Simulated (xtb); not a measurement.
# SrF (SMILES [F][Sr]) at PTB

Wanted: the polarisability of SrF. 

The calculation is run with xtb 6.7.1 later snapshot.

1 further run of the same task is left out (set aside as unsound or not needed).

### 1 The system as given

SrF has 2 atoms, charge 0, and is taken as a doublet. As SMILES, `[F][Sr]`. Geometry: a GFN2-xTB relaxation, a rough one for these elements and not checked as a minimum.

Bond lengths: F1–Sr2 1.943 Å.

### 2 The polarisability at PTB

The input, geom.xyz:

```xyz
2

F      0.000000     0.000000     0.000000
Sr     0.000000     0.000000     1.943020
```

Run with:

```console
$ xtb geom.xyz --uhf 1 --ptb --alpha --parallel 1 | tee run.log
```

Q: Predict the results. Wanted: dipole moment; HOMO energy; LUMO energy; mean static polarisability.

Answer, from the run:

Level: PTB.

| quantity | value |
| --- | --- |
| dipole moment | 5.27 D |
| HOMO energy (partly filled) | -1.86 eV |
| LUMO energy | 6.16 eV |
| mean static polarisability | 47.2 bohr³ |
